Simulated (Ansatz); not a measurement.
# CH₃Ga (triplet): the correlation ladder, cc-pVDZ

One table from this session's results is given with a row withheld; the runs are named, their logs left out.

Computed with Ansatz 0.2.0, Gaussian basis. Level: cc-pVDZ, core rule «outside noble gas», up to 15 orbitals frozen.

Plan: UHF; CCSD(T) on ROHF; CCSD(T) on UHF; BCCD(T) on ROHF; CISD; CCSDT(Q) on ROHF; CCSDT(Q) on UHF.

7 further runs of the same task are left out: 4 for a known fault of the program, 3 set aside as unsound or not needed.

## The geometry

The geometry is a PBE0/def2-TZVP stationary point (not a proven minimum) of the parent state, kept for this charge and spin. No spin-orbit coupling is included. The filled d shell of Ga may be among the frozen orbitals whatever the setting's name suggests; the logs give the count.

5 atoms, charge 0, spin multiplicity 3.

Atoms are counted from 1 here; the program's logs count them from 0.

Bond lengths: C1–Ga2 2.035 Å, C1–H3 1.097 Å, C1–H4 1.097 Å, C1–H5 1.097 Å. Angles: Ga2–C1–H3 111.3°, Ga2–C1–H4 111.3°, Ga2–C1–H5 111.3°, H3–C1–H4 107.6°, H3–C1–H5 107.6°, H4–C1–H5 107.6°.

The first run:

in.yaml

```yaml
crystal:
  periodic: [false, false, false]
  atoms:
    - {symbol: C, position_ang: [-1.659818, -0.017478, -0.000395]}
    - {symbol: Ga, position_ang: [0.375183, 0.003951, 0.000089]}
    - {symbol: H, position_ang: [-2.068843, 0.999956, 0.001262]}
    - {symbol: H, position_ang: [-2.052900, -0.534005, 0.883440]}
    - {symbol: H, position_ang: [-2.052511, -0.530967, -0.886170]}
basis:
  gaussian: {orbitals: cc-pVDZ}
magnetization: {spin_polarized: true, initial_magnetization: 2}
hamiltonian: {xc: hf}
output: {orbitals: {seedname: orbitals}}
```

On the command line:

```bash
$ ansatz run in.yaml --threads 1 --pin off --events-out ev --progress --plain --max-ram 4096MiB --backend cpu
```

Steps of the session up to this table: UHF; CCSD(T) on ROHF; CCSD(T) on UHF; BCCD(T) on ROHF; CISD; CCSDT(Q) on ROHF; CCSDT(Q) on UHF.

One of the session's tables, all rows but one given; the rest of the session is left out.

```
   method  from UCCSDT(Q) (kcal/mol)
     ROHF                    +134.88
      UHF                    +132.55
     RMP2                     +21.38
     UMP2                     +21.20
    RCCSD                          ?
    UCCSD                      +4.30
 RCCSD(T)                      +0.99
 UCCSD(T)                      +0.68
  BCCD(T)                      +0.99
   RCCSDT                      +0.53
   UCCSDT                      +0.21
RCCSDT(Q)                      +0.31
UCCSDT(Q)                          0
```

**Question.** Estimate the row for RCCSD.

The run gave: from UCCSDT(Q) (kcal/mol): +4.77. In the column «from UCCSDT(Q) (kcal/mol)» it lies between UCCSD (+4.30) and UMP2 (+21.20).

Not comparable, so not listed: CISD (they don't share determinant, frozen orbitals or solution with the rows shown, or repeat one).

Caveats from the session: The program flags RCCSD(T) as in doubt, so those rows may rest on another solution; read them beside their warnings. Restricted and unrestricted rows rest on different reference determinants; where their highest levels disagree by more than a few hundredths of an eV, they describe different states and don't form one ladder.
